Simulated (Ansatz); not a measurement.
Predict the output of the script below (the Ansatz DFT code, driven from Python).

`ch3geno.py`
```python
import ansatz as az
import numpy as np

deck = {
    'crystal': {
        'periodic': [False, False, False],
        'atoms': [
            {'symbol': 'N', 'position_ang': [-0.993, -1.5022, -0.3743]},
            {'symbol': 'C', 'position_ang': [-0.0903, -0.7407, 0.0986]},
            {'symbol': 'O', 'position_ang': [1.1481, -0.6608, 0.9175]},
            {'symbol': 'Ge', 'position_ang': [0.7258, 0.8682, 0.2502]},
            {'symbol': 'H', 'position_ang': [-1.7793, -1.0232, -0.9927]},
            {'symbol': 'H', 'position_ang': [-0.2504, 1.7445, 1.1636]},
            {'symbol': 'H', 'position_ang': [1.3002, 1.246, -1.1086]},
        ],
    },
    'basis': {'gaussian': {'orbitals': 'def2-SVP'}},
    'hamiltonian': {'xc': 'b3lyp'},
    'output': {'forces': True},
}
session = az.Session.from_dict(deck)
rep = session.plan(threads=1).execute().report

print('reference energy %16.6f eV' % rep['reference_energy_ev'])
print('total energy     %16.6f eV' % rep['free_energy_ev'])
print('occupied orbitals outside the frozen core (up, down):', rep['n_occupied'], ' frozen:', rep['n_frozen'], ' virtual:', rep['n_virtual'])
symbols = ['N', 'C', 'O', 'Ge', 'H', 'H', 'H']
field = rep['mean_field']
print('<S^2> =', round(abs(field['state']['spin_squared']), 4), ' all-electron relativity setting:', field['relativity'])
print('passes:', field['passes'])
if 'symmetry' in field:
    print('occupied orbitals by irrep:', field['symmetry']['occupied'])

print('forces (eV/A)')
for symbol, f in zip(symbols, rep['forces_ev_ang']):
    print(f'  {symbol:2s} {f[0]:9.4f} {f[1]:9.4f} {f[2]:9.4f}')
charges = rep['charge_distribution']
print('dipole moment', round(4.803205 * float(np.linalg.norm(charges['dipole_moment_e_ang'])), 3), 'D')
print('Mulliken:', [(s, round(q, 3)) for s, q in zip(symbols, charges['mulliken_charges_e'])])
```

```console
$ python ch3geno.py
reference energy    -61128.069016 eV
total energy        -61128.069016 eV
occupied orbitals outside the frozen core (up, down): [28, 28]  frozen: 0  virtual: [61, 61]
<S^2> = 0.0  all-electron relativity setting: none
passes: {'evaluations': 16, 'products': 13}
occupied orbitals by irrep: [{'A': 28}, {'A': 28}]
forces (eV/A)
  N     0.2214   -0.1104    0.3891
  C    -1.7948   -0.1095   -1.3665
  O    -0.8624   -4.7775    0.4449
  Ge   -1.7495    5.2442   -0.9917
  H     2.4379   -0.6983    1.7163
  H     1.1946   -0.0360   -0.4153
  H     0.5528    0.4875    0.2231
dipole moment 3.762 D
Mulliken: [('N', -0.14), ('C', 0.18), ('O', -0.433), ('Ge', 0.323), ('H', 0.16), ('H', -0.045), ('H', -0.045)]
```

What to keep in mind:
- Total energies depend on the basis set; only differences at equal settings carry meaning.
- The geometry is a force-field or estimated start, not a minimum of this method, and the basis set is short of its limit.
- b3lyp holds the VWN-RPA fit, as in Gaussian; the form of ORCA and Turbomole is b3lyp5.
- Hardware and time: 6 s on 1 thread of Arm Neoverse N1, with other jobs on the host, peak memory 0.23 GiB.

(Lines on the test bed's own set-up are left out of the output.)
